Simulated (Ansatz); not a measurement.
**Sc2Si2Pt3: a short molecular-dynamics run**

What does Sc2Si2Pt3 do over 60 steps of 0.5 fs under a Nosé-Hoover thermostat at 100 K? The cell is a distorted structure of 14 atoms, taken as it stands, without a relaxation.

Program: Ansatz 0.2.0. Level of theory: DFT PBEsol, plane waves, PAW, scalar-relativistic, no spin polarisation. These are calculated values, not measurements.

### 1 Starting point

The cell holds 14 atoms (Pt6Sc4Si4): a = 6.308 Å, b = 8.612 Å, c = 3.993 Å, α = 90.07°, β = 90.47°, γ = 89.87°.

Coordinates:

```
Sc Pt Si
1.0
     6.30803    0.00695   -0.02574
     0.00950    8.61189   -0.00491
    -0.01635   -0.00228    3.99253
Sc Pt Si
4 6 4
Direct
  0.39691 0.16564 0.99609
  0.61055 0.82888 0.00441
  0.88919 0.32860 0.01150
  0.10850 0.67029 0.01081
  0.18738 0.40972 0.50347
  0.80999 0.58443 0.49778
  0.68719 0.08160 0.49588
  0.30879 0.90923 0.49925
  0.99065 0.99791 0.98897
  0.49182 0.50309 0.00918
  0.06956 0.14754 0.50122
  0.92586 0.85322 0.49518
  0.56615 0.35628 0.48645
  0.42789 0.65832 0.48969
```

### 2 Dynamics

input.yaml reads:

```yaml
crystal:
  lattice:
    - [6.308031, 0.006949, -0.025742]
    - [0.009501, 8.611889, -0.004909]
    - [-0.01635, -0.002281, 3.99253]
  atoms:
    - { symbol: Sc, position: [0.396911, 0.165641, 0.99609] }
    - { symbol: Sc, position: [0.610546, 0.828879, 0.004415] }
    - { symbol: Sc, position: [0.88919, 0.328599, 0.011497] }
    - { symbol: Sc, position: [0.108498, 0.670291, 0.010805] }
    - { symbol: Pt, position: [0.18738, 0.409721, 0.503474] }
    - { symbol: Pt, position: [0.809994, 0.584429, 0.497781] }
    - { symbol: Pt, position: [0.687191, 0.081595, 0.49588] }
    - { symbol: Pt, position: [0.308789, 0.909226, 0.499252] }
    - { symbol: Pt, position: [0.990654, 0.997906, 0.988973] }
    - { symbol: Pt, position: [0.491824, 0.503088, 0.009182] }
    - { symbol: Si, position: [0.069562, 0.147537, 0.501221] }
    - { symbol: Si, position: [0.925863, 0.853224, 0.495185] }
    - { symbol: Si, position: [0.566149, 0.356277, 0.486451] }
    - { symbol: Si, position: [0.427885, 0.658319, 0.48969] }
kpoints:
  mp_grid: { grid: [3, 2, 4] }
magnetization:
  spin_polarized: false
scf:
  occupations: { method: gaussian, width: 0.1 }
hamiltonian:
  pseudopotentials: { kind: paw }
  xc: pbesol
basis:
  ecutwfc: 420
md:
  timestep: 0.5
  n_steps: 60
  ensemble: nvt_nose_hoover
  temperature: 100.0
  initial_velocities: maxwell_boltzmann
  seed: 841482
```

Command:

```console
$ ansatz run input.yaml --threads 2 --pin off --max-ram 2560MiB --backend cpu --events-out ev --progress --plain --runs-dir out
```

Before running it: what results should come out? Wanted: temperature, first and last step; temperature, second half; potential energy, second half; largest change of the conserved energy; mean square displacement, second half.

**Answer**, as computed:

| quantity | value |
| --- | --- |
| length | 60 steps of 0.5 fs |
| temperature, first and last step | 100 and 166 K |
| temperature, second half | mean 210 K, from 166 to 227 K |
| potential energy, second half | -14 meV/atom from the start |
| largest change of the conserved energy | 0.00 meV/atom |
| mean square displacement, second half | Si 0.008, Sc 0.003, Pt 0.001 Å² |

**Reading.** Against a set 100 K the second half averages 210 K, going from 210 to 166 K over that half; the potential energy of that half lies 14 meV/atom under the start, and the run is not yet in equilibrium. The conserved energy strays from its start by at most 0.00 meV/atom, under 0.1 % of the mean kinetic energy, so a step of 0.5 fs is short enough over this time. The farthest move is 0.17 Å, and the typical spacing of atoms 2.4 Å: no atom has changed site so far. A run of 30 fs with 14 atoms shows the motion but fixes no equilibrium value.
